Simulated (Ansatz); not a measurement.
# C₃H₉NSi: how energies converge with the basis set

One table from this session's results is given with a row withheld; the runs are named, their logs left out.

Method: one geometry, several basis sets; program: Ansatz 0.2.0, Gaussian basis.

Levels to be run: PBE0-D4/def2-SVP; ωB97M-V/def2-SVP; PBE0-D4/def2-QZVPP; ωB97M-V/def2-QZVPP; the functionals' def2-TZVPP values are taken from earlier runs.

### The geometry

An earlier PBE0-D4 in a triple-zeta def2 set relaxation fixed the geometry.

SMILES `CCC(=N)[SiH3]`, 14 atoms, charge 0, spin multiplicity 1.

Atoms are counted from 1 here; the program's logs count them from 0.

Bond lengths: C1–C2 1.524 Å, C1–H6 1.093 Å, C1–H7 1.092 Å, C1–H8 1.091 Å, C2–C3 1.504 Å, C2–H9 1.096 Å, C2–H10 1.097 Å, C3–N4 1.271 Å, C3–Si5 1.902 Å, N4–H11 1.026 Å, Si5–H12 1.490 Å, Si5–H13 1.488 Å, Si5–H14 1.480 Å. Angles: C2–C1–H6 111.5°, C2–C1–H7 111.1°, C2–C1–H8 110.8°, H6–C1–H7 107.7°, H6–C1–H8 107.4°, H7–C1–H8 108.1°, C1–C2–C3 112.8°, C1–C2–H9 110.6°, C1–C2–H10 109.1°, C3–C2–H9 108.9°, C3–C2–H10 108.2°, H9–C2–H10 107.0°, C2–C3–N4 125.2°, C2–C3–Si5 119.8°, N4–C3–Si5 115.0°, C3–N4–H11 111.0°, C3–Si5–H12 109.8°, C3–Si5–H13 109.8° and more.

Coordinates:

```mol
C3H9NSi
  3D, bonds by distance, orders not assigned

 14 13  0  0  0  0  0  0  0  0999 V2000
   -0.7891    0.3483    1.4697 C   0  0
    0.3747   -0.4778    0.9353 C   0  0
    0.3345   -0.6433   -0.5592 C   0  0
    0.3318   -1.7565   -1.1729 N   0  0
    0.2550    0.8923   -1.6786 Si  0  0
   -0.7926    1.3561    1.0457 H   0  0
   -1.7465   -0.1178    1.2270 H   0  0
   -0.7260    0.4500    2.5546 H   0  0
    0.3905   -1.4693    1.4029 H   0  0
    1.3172    0.0170    1.1998 H   0  0
    0.3549   -2.5405   -0.5109 H   0  0
    1.0546    1.9962   -1.0767 H   0  0
   -1.1519    1.3630   -1.7874 H   0  0
    0.7799    0.5530   -3.0204 H   0  0
  1  2  8  0
  2  3  8  0
  3  4  8  0
  3  5  8  0
  1  6  8  0
  1  7  8  0
  1  8  8  0
  2  9  8  0
  2 10  8  0
  4 11  8  0
  5 12  8  0
  5 13  8  0
  5 14  8  0
M  END
```

The first run:

File in.yaml:

```yaml
crystal:
  periodic: [false, false, false]
  atoms:
    - {symbol: C, position_ang: [-0.789121, 0.348320, 1.469726]}
    - {symbol: C, position_ang: [0.374728, -0.477764, 0.935335]}
    - {symbol: C, position_ang: [0.334510, -0.643292, -0.559232]}
    - {symbol: N, position_ang: [0.331781, -1.756541, -1.172864]}
    - {symbol: Si, position_ang: [0.255040, 0.892279, -1.678578]}
    - {symbol: H, position_ang: [-0.792634, 1.356072, 1.045703]}
    - {symbol: H, position_ang: [-1.746526, -0.117812, 1.227030]}
    - {symbol: H, position_ang: [-0.725996, 0.450018, 2.554578]}
    - {symbol: H, position_ang: [0.390450, -1.469276, 1.402932]}
    - {symbol: H, position_ang: [1.317236, 0.017044, 1.199752]}
    - {symbol: H, position_ang: [0.354899, -2.540547, -0.510946]}
    - {symbol: H, position_ang: [1.054558, 1.996167, -1.076726]}
    - {symbol: H, position_ang: [-1.151877, 1.362956, -1.787414]}
    - {symbol: H, position_ang: [0.779854, 0.552979, -3.020395]}
basis:
  gaussian: {orbitals: def2-SVP}
hamiltonian: {xc: pbe0, dispersion: d4}
output: {orbitals: {seedname: orbitals}}
```

Steps of the session up to this table: PBE0-D4 in def2-SVP; ωB97M-V in def2-SVP; PBE0-D4 in def2-QZVPP; ωB97M-V in def2-QZVPP.

One table of the session follows, with a row left open; its other results are not shown here.

It belongs to the step «Density functionals: the series». 

| functional | basis | HOMO (eV) |
| --- | --- | --- |
| PBE0-D4 | def2-SVP | -7.05 |
| PBE0-D4 | def2-TZVPP | -7.23 |
| PBE0-D4 | def2-QZVPP | -7.26 |
| ωB97M-V | def2-SVP | -9.36 |
| ωB97M-V | def2-TZVPP | -9.55 |
| ωB97M-V | def2-QZVPP | ? |

Q: Estimate the row for ωB97M-V, def2-QZVPP from the others.

The run gave: HOMO (eV): -9.58. In the column «HOMO (eV)» it is the lowest.
